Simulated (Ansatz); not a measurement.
**Bi2Pd (I4/mmm): equation of state with a fit, by script**

Where is the equilibrium volume of Bi2Pd (I4/mmm), and how stiff is it? The task is an equation of state with a fit, for Bi2Pd (I4/mmm).

Program: Ansatz 0.2.0, driven from Python. Level of theory: DFT LDA, plane waves, PAW. These are calculated values, not measurements.

## (1) The structure

The structure is tetragonal, space group I4/mmm (No. 139). Conventional cell: a = 3.362 Å, b = 3.362 Å, c = 12.983 Å, α = 90.00°, β = 90.00°, γ = 90.00°. Bi (site symmetry 4mm) has 4 Pd at 2.97 Å and 4 Bi at 3.36 Å as nearest neighbours. Pd (site symmetry 4/mmm) has 8 Bi at 2.97 Å and 4 Pd at 3.36 Å as nearest neighbours.

No structure file is read: the coordinates are typed or built in the script.

## (2) The code

Contents of bi2pd_eos.py:

```python
"""Energy against volume for Bi2Pd, with a fit."""

import warnings

import ansatz
import numpy as np

vectors0 = np.array([
    [-1.681, 1.681, 6.4915],
    [1.681, -1.681, 6.4915],
    [1.681, 1.681, -6.4915],
])
sites = [
    ("Bi", (0.363, 0.363, 0.0)),
    ("Bi", (0.637, 0.637, 0.0)),
    ("Pd", (0.0, 0.0, 0.0)),
]


def build(cell):
    crystal = ansatz.Crystal(lattice=ansatz.Lattice.of(cell))
    for symbol, position in sites:
        crystal = crystal.atom(symbol, position)
    return crystal

warnings.simplefilter("ignore", ansatz.DeckWarning)

# scale the volume, keep shape and fractions
volumes, energies, pressures = [], [], []
for scale in np.linspace(0.94, 1.06, 7):
    cell = vectors0 * scale ** (1 / 3)
    calc = build(cell).calculation()
    calc = calc.occupations("Fermi-Dirac", width=0.1)
    calc = calc.functional("lda")
    calc = calc.basis(500).kpoints(11, 11, 11)
    calc = calc.stress()
    report = calc.run(threads=1, pin="off").report
    volumes.append(abs(np.linalg.det(cell)) / len(sites))
    energies.append(report["free_energy_ev"] / len(sites))
    pressures.append(np.trace(report["stress_gpa"]) / 3)
    print(f"V = {volumes[-1]:8.4f} A^3/atom  F = {energies[-1]:.5f} eV/atom  P = {pressures[-1]:8.3f} GPa")

# third-order Birch-Murnaghan: a cubic in V^(-2/3)
x = np.array(volumes) ** (-2 / 3)
poly = np.polynomial.Polynomial.fit(x, energies, 3).convert()
roots = poly.deriv().roots()
x0 = min((r.real for r in roots if abs(r.imag) < 1e-9 and poly.deriv(2)(r.real) > 0), key=lambda r: abs(r - x.mean()))
v0 = x0 ** -1.5
b0 = 4 / 9 * poly.deriv(2)(x0) * v0 ** (-7 / 3) * 160.21766
b1 = 4 + 2 / 3 * x0 * poly.deriv(3)(x0) / poly.deriv(2)(x0)
print(f"V0 = {v0:.4f} A^3/atom, B0 = {b0:.1f} GPa, dB/dP = {b1:.2f}")
```

## (3) What the engine is handed

The package turns the script's settings into the engine's input (first run):

```yaml
crystal:
  lattice:
    - [-1.6466842487508588, 1.6466842487508588, 6.3589832247270675]
    - [1.6466842487508588, -1.6466842487508588, 6.3589832247270675]
    - [1.6466842487508588, 1.6466842487508588, -6.3589832247270675]
  atoms:
    - { symbol: Bi, position: [0.363, 0.363, 0.0] }
    - { symbol: Bi, position: [0.637, 0.637, 0.0] }
    - { symbol: Pd, position: [0.0, 0.0, 0.0] }
basis:
  ecutwfc: 500.0
kpoints:
  mp_grid:
    grid: [11, 11, 11]
hamiltonian:
  xc: lda
scf:
  occupations:
    method: fermi_dirac
    width: 0.1
output:
  stress: true
```

## (4) The run

The run is started by

```bash
$ python bi2pd_eos.py
```

**Question.** Estimate the equilibrium volume and the bulk modulus.

The runs gave:

| quantity | value |
| --- | --- |
| runs compared | 7 |
| range of energy | 63.10 meV/atom |
| lowest point, volume (Å³/atom) | 23.480 |
| equilibrium volume (fit) | 23.50 Å³/atom |
| bulk modulus (fit) | 98 GPa |

**Reading.** A third-order Birch-Murnaghan fit through the 7 points has its minimum at 23.50 Å³ an atom, 3.9 % below the typed cell, with a bulk modulus of 98 GPa and dB/dP = 4.9. From that minimum the energy rises by 3.4 meV an atom on the compressed side and 63.1 meV on the expanded side. The window is off centre, so dB/dP is rough. Shape and fractional positions are held along the curve, so the bulk modulus is an upper value where they are free to relax, by a factor of two or more in layered or hydrogen-bonded cells. Pressure is positive in compression. Spin-orbit coupling, which matters for elements this heavy, is left out.
